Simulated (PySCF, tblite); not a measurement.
# C5H5Cl3F radical: geometry, infrared bands and EPR parameters

Wanted: the infrared bands and EPR parameters of C5H5Cl3F radical (`C/[C]=C/[C@H](F)C(Cl)(Cl)Cl`), by calculation.

The runs use tblite 0.8.0 and PySCF 2.14.0, with density-fitted response routines of our own; the level of theory stands in each step. All values are computed, except where a source is named. Atoms are numbered from 0 throughout.

### Step 1. Starting geometry

14 atoms, charge 0, multiplicity 2; geometry from: force field or distance geometry start.

Bonds of the start (Å): C0–C1 1.48, C1–C2 1.29, C2–C3 1.52, C3–F4 1.35, C3–C5 1.56, C5–Cl6 1.80, C5–Cl7 1.81, C5–Cl8 1.81, C0–H9 1.09, C0–H10 1.10, C0–H11 1.08, C2–H12 1.09, C3–H13 1.10.

### Step 2. Geometry optimisation with GFN2-xTB

Job settings and geometry (Å):

```
{"job": {"kind": "relax", "xc": "GFN2-xTB", "basis": "xTB"}, "charge": 0, "multiplicity": 2}
C      2.383300    -1.210700    -0.182600
C      1.339700    -0.162300    -0.185700
C      0.438600     0.756700    -0.162600
C     -1.018500     0.570400    -0.553900
F     -1.398100     1.631100    -1.305600
C     -2.010100     0.406600     0.637100
Cl    -3.684400     0.207000     0.012600
Cl    -1.985900     1.850700     1.722600
Cl    -1.619500    -1.051300     1.630200
H      2.606500    -1.515500    -1.200600
H      2.033300    -2.092400     0.367200
H      3.291000    -0.849200     0.288400
H      0.715100     1.774200     0.112300
H     -1.092000    -0.316000    -1.201800
```

On the command line:

```sh
OMP_NUM_THREADS=1 python probes_run.py task.json out
```

The driver reads the jobs from task.json and runs them one after another.

**Question.** This job is followed by: GFN2-xTB harmonic vibrations, gas phase; UKS B3LYP, pcH-1 on C Cl F H, non-relativistic, mean-field spin-orbit, GIAO. What will the session give for the following? strongest single infrared mode (GFN2-xTB); zero-point energy (GFN2-xTB); g(iso) (B3LYP); ⟨S²⟩; largest a(iso) (averaged by class); surface potential, 1st and 99th percentile.

As calculated:

| quantity | value |
| --- | --- |
| strongest single infrared mode (GFN2-xTB) | 1816 cm⁻¹, 110 km/mol |
| zero-point energy (GFN2-xTB) | 51.9 kcal/mol |
| g(iso) (B3LYP) | 2.00206 |
| ⟨S²⟩ | 0.758 (exact 0.75) |
| largest a(iso) (averaged by class) | 13C on C1, 254.2 MHz |
| surface potential, 1st and 99th percentile | -0.87 V and 1.09 V |

**Reading.** The optimisation took 84 steps and gained 0.217 eV; among the close pairs (by a distance rule), C5–Cl8 changed most, from 1.807 to 1.771 Å. No mode is imaginary among the 36: a minimum at this level. The strongest single mode, at 1816 cm⁻¹, moves mainly C1 and C2. GFN2-xTB is a fitted tight-binding method: band positions and strengths are rough. Its intensities can rank the bands wrongly. C1 carries the largest spin population, 1.00 e. The isotropic g lies 0.3 ppt below the free-electron value.
